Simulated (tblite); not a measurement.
# GeH6O2Si2: the cost of one run

Programs: tblite 0.8.0 and PySCF 2.14.0. All values are calculated, for the isolated system unless a continuum is named. Atoms count from 0, parts from 1.

## 1. Starting point

11 atoms, charge 0, multiplicity 1; geometry: distance geometry start.

## 2. Geometry optimisation with GFN2-xTB

Job settings and geometry (Å):

```
{"job": {"kind": "relax", "xc": "GFN2-xTB", "basis": "xTB"}, "charge": 0, "multiplicity": 1}
Ge     0.503744     1.341002    -0.031099
O      2.048110     2.277185     0.401831
Si     3.250098     1.772640     1.580747
O     -0.854095     0.124324    -0.359079
Si    -0.678561    -1.368630    -1.305937
H      2.687263     1.705368     2.867123
H      4.338781     2.680555     1.609480
H      3.745475     0.458481     1.257242
H      0.427524    -1.226696    -2.211156
H     -0.466581    -2.458895    -0.449971
H     -1.863747    -1.600516    -2.076008
```

Method: GFN2-xTB geometry optimisation, gas phase.

The run is started by

```bash
> OMP_NUM_THREADS=1 python cluster_run.py task.json out
```

This one command runs all jobs of the session in turn.

Q: Estimate the wall time of this first job on 1 thread of Intel Xeon at 2.50GHz, shared host.

About 6.1 s.
